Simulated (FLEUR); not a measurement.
# NbTe (P-6m2) in FLEUR: further runs

The runs below take NbTe through single point, with PBEsol.

Everything below comes from runs of FLEUR MaX-R8.1 (later development tree). Logs are shortened: lines on timing, memory, paths and dates and some standing lists are left out, and cuts for length are marked.

### 1 The structure

It takes space group P-6m2 (No. 187, hexagonal). Conventional cell: a = 3.703 Å, b = 3.703 Å, c = 3.694 Å, α = 90.00°, β = 90.00°, γ = 120.00°. Te (site symmetry -6m2) is surrounded by 6 Nb at 2.83 Å. Nb (site symmetry -6m2) has 6 Te at 2.83 Å as nearest neighbours.

The cell comes from a database or a generator and needn't be the stable form of this composition.

### 2 Single point, PBEsol

inp.xml reads:

```xml
<?xml version="1.0" encoding="UTF-8" standalone="no"?>
<fleurInput fleurInputVersion="0.39">
   <comment>
      NbTe                                                                                                
   </comment>
   <calculationSetup>
      <cutoffs Kmax="4.32" Gmax="13.4" GmaxXC="13.4" numbands="0"/>
      <scfLoop itmax="60" minDistance="0.00001" maxIterBroyd="15" imix="Anderson" alpha="0.05" precondParam="0.0" spinf="2.0" sdNocoIR="T"/>
      <coreElectrons ctail="T" frcor="F" kcrel="0" coretail_lmax="0"/>
      <xcFunctional name="PBEs" relativisticCorrections="F"/>
      <magnetism jspins="1"/>
      <soc l_soc="F" theta="0.0" phi="0.0" spav="F"/>
      <expertModes spex="0" secvar="F"/>
      <geometryOptimization l_f="T" forcealpha="1.0" forcemix="BFGS" epsdisp="0.0005" epsforce="0.0002"/>
      <ldaU l_linMix="F" mixParam="0.05" spinf="1.0"/>
   </calculationSetup>
   <cell>
      <bzIntegration valenceElectrons="35.0" mode="hist" fermiSmearingEnergy="0.00183747">
         <kPointListSelection listName="default-1"/>
         <!-- k-points included here -->
         <xi:include xmlns:xi="http://www.w3.org/2001/XInclude" href="kpts.xml"> </xi:include>
      </bzIntegration>
      <!-- symmetry operations included here -->
      <xi:include xmlns:xi="http://www.w3.org/2001/XInclude" href="sym.xml"> </xi:include>
      <bulkLattice scale="1.0">
         <bravaisMatrix>
            <row-1>    6.9976074370826797     0.0000000000000000     0.0000000000000000</row-1>
            <row-2>   -3.4988037185413399     6.0601058063025661     0.0000000000000000</row-2>
            <row-3>    0.0000000000000000     0.0000000000000000     6.9810470364846902</row-3>
         </bravaisMatrix>
      </bulkLattice>
   </cell>
   <atomSpecies>
[... 17 lines left out ...]
      <species name="Niobium (Nb)" element="Nb" atomicNumber="41">
         <mtSphere radius="2.52" gridPoints="859" logIncrement="0.015"/>
         <atomicCutoffs lmax="10" lnonsphr="10"/>
         <electronConfig flipSpins="F">
            <coreConfig>(1s1/2) (2s1/2) (2p1/2) (2p3/2) (3s1/2) (3p1/2) (3p3/2) (3d3/2) (3d5/2)</coreConfig>
            <valenceConfig>(4s1/2) (4p1/2) (4p3/2) (5s1/2) (4d3/2) (4d5/2)</valenceConfig>
            <stateOccupation state="(5s1/2)" spinUp="0.500000" spinDown="0.500000"/>
            <stateOccupation state="(4d3/2)" spinUp="0.800000" spinDown="0.800000"/>
            <stateOccupation state="(4d5/2)" spinUp="1.200000" spinDown="1.200000"/>
         </electronConfig>
         <energyParameters s="5" p="5" d="4" f="4"/>
         <lo type="SCLO" l="0" n="4" eDeriv="0"/>
         <lo type="SCLO" l="1" n="4" eDeriv="0"/>
         <lo type="SCLO" l="1" n="4" eDeriv="1"/>
         <lo type="SCLO" l="2" n="4" eDeriv="2"/>
         <lo type="SCLO" l="3" n="4" eDeriv="2"/>
      </species>
   </atomSpecies>
   <atomGroups>
      <atomGroup species="Tellurium (Te)">
         <relPos label="                   1">-1.000/3.000 1.000/3.000 .0000000000</relPos>
         <force calculate="T" relaxXYZ="TTT"/>
      </atomGroup>
      <atomGroup species="Niobium (Nb)">
         <relPos label="                   2">.0000000000 .0000000000 1.000/2.000</relPos>
         <force calculate="T" relaxXYZ="TTT"/>
      </atomGroup>
   </atomGroups>
   <output dos="F" band="F" slice="F">
      <checks vchk="F" cdinf="F"/>
      <bandDOS minEnergy="-.5*Htr" maxEnergy="0.5*Htr" sigma="0.015" storeEVData="T"/>
      <vacuumDOS vacdos="F" integ="F" star="F" nstars="0" locx1="0.0" locy1="0.0" locx2="0.0" locy2="0.0" nstm="0" tworkf="0.0"/>
      <unfoldingBand unfoldBand="F" supercellX="1" supercellY="1" supercellZ="1"/>
      <plotting iplot="0" polar="F">
         <plot TwoD="T" vec1="  1.0  0.0  0.0" vec2="  0.0  1.0  0.0" vec3="  0.0  0.0  1.0" zero="  0.0  0.0  0.0" file="plot"/>
      </plotting>
      <chargeDensitySlicing numkpt="0" minEigenval="0.0" maxEigenval="0.0" nnne="0" pallst="F"/>
      <specialOutput eonly="F"/>
      <moessbauerParams electricFieldGradient="T" isomerShift="T" coreHyperfine="T" valenceHyperfine="T"/>
      <magneticCircularDichroism mcd="F" energyLo="-10.0" energyUp="0.0"/>
   </output>
  <!-- We include the file relax.xml here to enable relaxations (see documentation) -->
  <xi:include xmlns:xi="http://www.w3.org/2001/XInclude" href="relax.xml"> <xi:fallback/> </xi:include>
</fleurInput>
```

crystal.txt reads:

```
NbTe
&input cartesian=F /
3.7029743866  0.0000000000  0.0000000000
-1.8514871933  3.2068698884  0.0000000000
0.0000000000  0.0000000000  3.6942110000
1.8897261246
1.0 1.0 1.0

2
52 0.6666666667  0.3333333333  0.0000000000
41 0.0000000000  0.0000000000  0.5000000000

&kpt div1=8 div2=8 div3=7 gamma=T /
```

Potentials or basis: all-electron, FLAPW.

The run is started by

```console
$ inpgen -f crystal.txt -profile fastHighL
$ # inp.xml edited to the form shown
$ fleur_MPI
```

The program printed:

```text
Welcome to FLEUR        (www.flapw.de)
      MaX-Release 8.1          (www.max-centre.eu)

 ========== k-point set info ==========
 Selected k-point list: default-1
 k-point list type: mesh
 8 x 8 x 7
 Number of k points: 40

 ------------Calculation Setup---------------------------
 Number of MPI-tasks      :            1
 Number of PE/node        :            1
 Number of OMP-threads    :            1
 Most efficient MPI parallelization for:
           1           2           4           5           8          10          20          40
 Additional eigenvalue parallelization possible
 Number of basis functions:          494
 Approximate size of matrices (H+S) per k-point:         0.007 GB
 --------------------------------------------------------
 Iteration:     1   Distance:       8.82232996 me/bohr^3
 Iteration:     2   Distance:       7.91033085 me/bohr^3
 Iteration:     3   Distance:       4.00104542 me/bohr^3
 Iteration:     4   Distance:       3.93547276 me/bohr^3
 Iteration:     5   Distance:       1.38429626 me/bohr^3
 Iteration:     6   Distance:       0.36709597 me/bohr^3
 Iteration:     7   Distance:       0.41676696 me/bohr^3
 Iteration:     8   Distance:       0.03897160 me/bohr^3
 Iteration:     9   Distance:       0.02145653 me/bohr^3
 Iteration:    10   Distance:       0.00441382 me/bohr^3
 Iteration:    11   Distance:       0.00083706 me/bohr^3
 Iteration:    12   Distance:       0.00065095 me/bohr^3
 Iteration:    13   Distance:       0.00030235 me/bohr^3
 Iteration:    14   Distance:       0.00004732 me/bohr^3
 Iteration:    15   Distance:       0.00004348 me/bohr^3
 Iteration:    16   Distance:       0.00003750 me/bohr^3
 Iteration:    17   Distance:       0.00001510 me/bohr^3
 Iteration:    18   Distance:       0.00000541 me/bohr^3

 ********************************************************************
 Run finished successfully
 Stop message:
   Structural relaxation: Done
 ********************************************************************
```

It took 2.6 min on 1 thread of Arm Neoverse V1, shared host; peak memory 0.08 GiB.

What came out:

| Property | Result |
| --- | --- |
| Free energy | -288776.9176 eV |
| Band gap on the k mesh | none (metal or under the smearing width) |
| Valence electrons inside the program's atomic spheres | Te 19.00; Nb 10.99 (radii Te 2.27, Nb 2.52 bohr) |

Levels at points of the mesh, in eV from the Fermi level:
| k point | band 14 | band 15 | band 16 | band 17 | band 18 | band 19 | band 20 | band 21 | band 22 | band 23 |
| --- | --- | --- | --- | --- | --- | --- | --- | --- | --- | --- |
| (0.00, 0.00, 0.00) | -3.16 | -3.16 | -3.02 | -2.35 | 0.13 | 0.13 | 2.44 | 2.44 | 2.79 | 5.91 |
| (0.00, 0.50, 0.00) | -7.21 | -3.84 | -2.65 | -2.61 | -0.20 | 1.23 | 1.48 | 3.02 | 3.79 | 5.72 |

Core levels (eV from the Fermi level):
```tsv
atom	levels
1 Te	1s1/2 -31588.1, 2s1/2 -4839.9, 2p1/2 -4535.0, 2p3/2 -4260.7, 3s1/2 -960.1, 3p1/2 -834.8, 3p3/2 -783.7, 4s1/2 -160.5, 3d3/2 -562.3, 3d5/2 -551.6
2 Nb	1s1/2 -18785.2, 2s1/2 -2625.0, 2p1/2 -2409.2, 2p3/2 -2313.6, 3s1/2 -435.5, 3p1/2 -354.3, 3p3/2 -338.8, 3d3/2 -195.2, 3d5/2 -192.3
```

### 3 Single point, PBEsol (atoms moved at random, drawn with an rms of 0.05 Å)

Changes to inp.xml since step 2:

```diff
@@ -34,3 +34,3 @@
       <species name="Tellurium (Te)" element="Te" atomicNumber="52">
-         <mtSphere radius="2.27" gridPoints="773" logIncrement="0.017"/>
+         <mtSphere radius="2.27" gridPoints="763" logIncrement="0.017"/>
          <atomicCutoffs lmax="9" lnonsphr="9"/>
@@ -51,3 +51,3 @@
       <species name="Niobium (Nb)" element="Nb" atomicNumber="41">
-         <mtSphere radius="2.52" gridPoints="859" logIncrement="0.015"/>
+         <mtSphere radius="2.52" gridPoints="849" logIncrement="0.015"/>
          <atomicCutoffs lmax="10" lnonsphr="10"/>
@@ -70,3 +70,3 @@
       <atomGroup species="Tellurium (Te)">
-         <relPos label="                   1">-1.000/3.000 1.000/3.000 .0000000000</relPos>
+         <relPos label="                   1">-.3346380000 .3295180000 -.0056360000</relPos>
          <force calculate="T" relaxXYZ="TTT"/>
@@ -74,3 +74,3 @@
       <atomGroup species="Niobium (Nb)">
-         <relPos label="                   2">.0000000000 .0000000000 1.000/2.000</relPos>
+         <relPos label="                   2">.0006730000 -.0028265000 -.4931460000</relPos>
          <force calculate="T" relaxXYZ="TTT"/>
```

Edit crystal.txt of step 2 so:

```diff
@@ -9,4 +9,4 @@
 2
-52 0.6666666667  0.3333333333  0.0000000000
-41 0.0000000000  0.0000000000  0.5000000000
+52 0.6653620000  0.3295180000  -0.0056360000
+41 0.0006730000  -0.0028265000  0.5068540000
```

Potentials or basis: all-electron, FLAPW.

The run is started by

```console
$ inpgen -f crystal.txt -profile fastHighL
$ # inp.xml edited to the form shown
$ fleur_MPI
```

Wall time 10 min (1 thread of Arm Neoverse V1, shared host); peak memory 0.15 GiB.

The run converged. Its results:

- Free energy: -288776.9076 eV
- Largest force: 0.429 eV/Å
- Band gap on the k mesh: none (metal or under the smearing width)
- Valence electrons inside the program's atomic spheres: Te 19.00; Nb 10.99 (radii Te 2.27, Nb 2.52 bohr)

Forces on the atoms (eV/Å):
```
Te   0.051  0.030  0.425
Nb  -0.051 -0.030 -0.425
```

Levels at points of the mesh, in eV from the Fermi level:
```tsv
k point	band 14	band 15	band 16	band 17	band 18	band 19	band 20	band 21
(0.00, 0.00, 0.00)	-3.17	-3.16	-3.07	-2.30	0.12	0.14	2.42	2.46
(0.00, 0.50, 0.00)	-7.21	-3.83	-2.67	-2.61	-0.19	1.23	1.48	2.96
(0.50, 0.00, 0.00)	-7.21	-3.85	-2.65	-2.61	-0.18	1.22	1.48	3.00
```

Core levels (eV from the Fermi level):
| atom | levels |
| --- | --- |
| 1 Te | 1s1/2 -31588.1, 2s1/2 -4839.9, 2p1/2 -4535.0, 2p3/2 -4260.7, 3s1/2 -960.1, 3p1/2 -834.8, 3p3/2 -783.7, 4s1/2 -160.5, 3d3/2 -562.3, 3d5/2 -551.6 |
| 2 Nb | 1s1/2 -18785.2, 2s1/2 -2625.0, 2p1/2 -2409.2, 2p3/2 -2313.6, 3s1/2 -435.5, 3p1/2 -354.3, 3p3/2 -338.8, 3d3/2 -195.2, 3d5/2 -192.3 |
